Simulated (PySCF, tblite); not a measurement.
**C₅H₁₂O₂Si: geometry, infrared bands and NMR shifts**

Aim: predict the infrared bands and NMR shifts of C₅H₁₂O₂Si (`CO[SiH](OC)C1CC1`).

The runs use tblite 0.8.0 and PySCF 2.14.0, with density-fitted response routines of our own; the level of theory stands in each step. All values are computed, except where a source is named. Atoms count from 0, in the outputs and in this text.

### Step 1. The starting structure

20 atoms, charge 0, multiplicity 1; geometry from: force field or distance geometry start.

Bonds of the start (Å): C0–O1 1.38, O1–Si2 1.70, Si2–O3 1.71, O3–C4 1.40, Si2–C5 1.87, C5–C6 1.53, C6–C7 1.49, C7–C5 1.50, C0–H8 1.12, C0–H9 1.09, C0–H10 1.11, Si2–H11 1.48, C4–H12 1.12, C4–H13 1.10, C4–H14 1.13, C5–H15 1.11, C6–H16 1.12, C6–H17 1.09, C7–H18 1.11, C7–H19 1.12.

### Step 2. Relaxing the molecule with GFN2-xTB

Job settings and geometry (Å):

```
{"job": {"kind": "relax", "xc": "GFN2-xTB", "basis": "xTB"}, "charge": 0, "multiplicity": 1}
C     -1.169800    -2.047200    -0.521200
O     -0.445100    -1.426700     0.469000
Si    -0.383400     0.266600     0.352000
O     -1.401000     0.914200    -0.856800
C     -2.211300     1.865500    -0.222700
C      1.418800     0.693800     0.086600
C      2.301900    -0.234400     0.915300
C      2.329300    -0.304300    -0.575300
H     -1.698600    -2.904000    -0.025800
H     -0.576600    -2.449800    -1.338700
H     -1.960200    -1.340200    -0.841900
H     -0.770500     0.801300     1.678300
H     -2.997900     1.401300     0.427900
H     -1.583300     2.487000     0.429000
H     -2.685800     2.544000    -0.990200
H      1.730700     1.753900     0.109500
H      1.800600    -1.079800     1.449900
H      3.102800     0.248000     1.484300
H      1.906600    -1.231800    -1.009700
H      3.287700     0.053200    -1.022600
```

On the command line:

```bash
> OMP_NUM_THREADS=1 python probes_run.py task.json out
```

The driver reads the jobs from task.json and runs them one after another.

**Question.** This job is followed by: GFN2-xTB harmonic vibrations, gas phase; GIAO PBE0/pcSseg-1 NMR shielding, non-relativistic, gas phase. What will the session give for the following? strongest single infrared mode (GFN2-xTB); zero-point energy (GFN2-xTB); 13C shifts against TMS (PBE0/pcSseg-1, means over atoms taken as alike); 1H shifts against TMS (PBE0/pcSseg-1, means over atoms taken as alike); 17O shifts against H2O (PBE0/pcSseg-1, means over atoms taken as alike); 29Si shifts against TMS (PBE0/pcSseg-1); surface potential, 1st and 99th percentile.

**Answer**, as computed:

| quantity | value |
| --- | --- |
| strongest single infrared mode (GFN2-xTB) | 2182 cm⁻¹, 299 km/mol |
| zero-point energy (GFN2-xTB) | 101.8 kcal/mol |
| 13C shifts against TMS (PBE0/pcSseg-1, means over atoms taken as alike) | 51.7, 2.1, -3.4 ppm |
| 1H shifts against TMS (PBE0/pcSseg-1, means over atoms taken as alike) | 4.94, 3.84, 0.45, 0.40, -0.48 ppm |
| 17O shifts against H2O (PBE0/pcSseg-1, means over atoms taken as alike) | 19.5 ppm |
| 29Si shifts against TMS (PBE0/pcSseg-1) | -27.7 ppm |
| surface potential, 1st and 99th percentile | -1.22 V and 0.89 V |

In words: The optimisation took 163 steps and gained 1.031 eV; among the close pairs (by a distance rule), O1–Si2 changed most, from 1.698 to 1.616 Å. No mode is imaginary among the 54: a minimum at this level. The strongest single mode, at 2182 cm⁻¹, moves mainly H11. Unscaled tight-binding wavenumbers are off by several per cent, some by more. Its intensities can rank the bands wrongly. At PBE0/pcSseg-1: The largest span, 102 ppm, is at O1, O3, where the paramagnetic term is -85 ppm.
